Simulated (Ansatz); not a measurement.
**Zr3Mn under changes of volume**

One of the cells (20.910 Å³/atom); the others are scaled copies at fixed shape and fractional positions:

```
Zr Mn
1.0
     4.37322    0.00000    0.00000
     0.00000    4.37322    0.00000
     0.00000    0.00000    4.37322
Zr Mn
3 1
Direct
  0.50000 0.50000 0.00000
  0.50000 0.00000 0.50000
  0.00000 0.50000 0.50000
  0.00000 0.00000 0.00000
```

The cell comes from a database or a generator and needn't be the stable form of this composition.

```yaml
Program: Ansatz 0.2.0
Functional: PBE
Potentials_or_basis: Ansatz PAW
Cutoff: "420 eV (not typed: the program's choice for these potentials)"
k_mesh: 6 × 6 × 6
Occupations: fermi-dirac, width 0.05 eV
Spin: collinear spin, ferromagnetic start
Starting_moments: "[0.0, 0.0, 0.0, 4.0] μB"
```

```csv
volume (Å³/atom),energy over the lowest point (meV/atom),pressure (GPa),moment (μB per cell)
19.655,?,?,?
20.073,7.81,3.6,3.12
20.491,1.42,1.6,3.19
20.910,0.00,-0.2,3.27
21.328,3.00,-1.9,3.36
21.746,10.02,-3.4,3.45
22.164,20.74,-4.8,3.53
```

**Question.** What does the run at 19.655 Å³/atom give?

**Answer.** Energy over the lowest point 19.75 meV/atom; pressure 5.8 GPa; moment 3.07 μB per cell.

Worked out: A Birch-Murnaghan fit of order 3 (a polynomial in V^(-2/3)) to the other rows has its minimum at 20.83 Å³/atom with B0 = V·E''(V) = 87 GPa and B' = 3.9. It gives 19.60 meV/atom at 19.655 Å³/atom, against the run's 19.75, and -dE/dV = 5.6 GPa, against 5.8. A straight line through the other rows of the moment, of slope 0.199 μB per Å³/atom, extrapolates to 3.03 μB, against the run's 3.07.

Energies are extrapolated to zero smearing.
